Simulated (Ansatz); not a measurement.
# ZrSiRu: the cost of one run

Program: Ansatz 0.2.0. Level of theory: DFT PBEsol, scalar-relativistic, plane waves, PAW. These are calculated values, not measurements.

**1. The structure to begin with**

The structure is hexagonal, space group P-62m (No. 189). The conventional cell has a = 6.684 Å, b = 6.684 Å, c = 3.672 Å, α = 90.00°, β = 90.00°, γ = 120.00°. Around Zr (site symmetry m2m) lie 5 Si at 2.72 to 2.81 Å and 6 Ru at 2.88 to 3.06 Å. Around Si (site symmetry -62m) lie 6 Ru at 2.47 Å and 3 Zr at 2.81 Å. Si (site symmetry -6) has 3 Ru at 2.56 Å and 6 Zr at 2.72 Å as nearest neighbours. Around Ru (site symmetry m2m) lie 4 Si at 2.47 to 2.56 Å.

Coordinates:

```
Zr Si Ru
1.0
     6.68380    0.00000    0.00000
    -3.34190    5.78834    0.00000
     0.00000    0.00000    3.67170
Zr Si Ru
3 3 3
Direct
  0.58000 0.00000 0.50000
  0.42000 0.42000 0.50000
  0.00000 0.58000 0.50000
  0.00000 0.00000 0.50000
  0.33333 0.66667 0.00000
  0.66667 0.33333 0.00000
  0.24800 0.00000 0.00000
  0.75200 0.75200 0.00000
  0.00000 0.24800 0.00000
```

The structure comes from the Crystallography Open Database.

(A quick probe on a coarse mesh, which set the mesh and smearing, is not shown.)

**3. Coarse relaxation**

input.yaml

```yaml
crystal:
  lattice:
    - [6.6838, 0.0, 0.0]
    - [-3.3419, 5.7883405938, 0.0]
    - [0.0, 0.0, 3.6717]
  atoms:
    - { symbol: Zr, position: [0.58, 0.0, 0.5] }
    - { symbol: Zr, position: [0.42, 0.42, 0.5] }
    - { symbol: Zr, position: [0.0, 0.58, 0.5] }
    - { symbol: Si, position: [0.0, 0.0, 0.5] }
    - { symbol: Si, position: [0.3333333333, 0.6666666667, 0.0] }
    - { symbol: Si, position: [0.6666666667, 0.3333333333, 0.0] }
    - { symbol: Ru, position: [0.248, 0.0, 0.0] }
    - { symbol: Ru, position: [0.752, 0.752, 0.0] }
    - { symbol: Ru, position: [0.0, 0.248, 0.0] }
basis:
  ecutwfc: 420
kpoints:
  mp_grid: { grid: [6, 6, 6] }
hamiltonian:
  xc: pbesol
scf:
  occupations: { method: gaussian, width: 0.1 }
output:
  forces: true
  stress: true
  eigenvalues: true
relax:
  adjacent_minimum: "off"
  f_tol: 0.05
  max_steps: 80
  cell: { stress_tol: 0.5 }
```

The run is started by

```bash
ansatz run input.yaml --threads 2 --pin off --max-ram 5120MiB --backend cpu --events-out ev --progress --plain --runs-dir out
```

**Question.** How long does this run take on 2 threads of Intel Xeon Platinum 8259CL at 2.50GHz (Skylake/Cascade Lake), shared host, and how much memory does it need?

About 83 s, with a peak of 0.59 GiB.
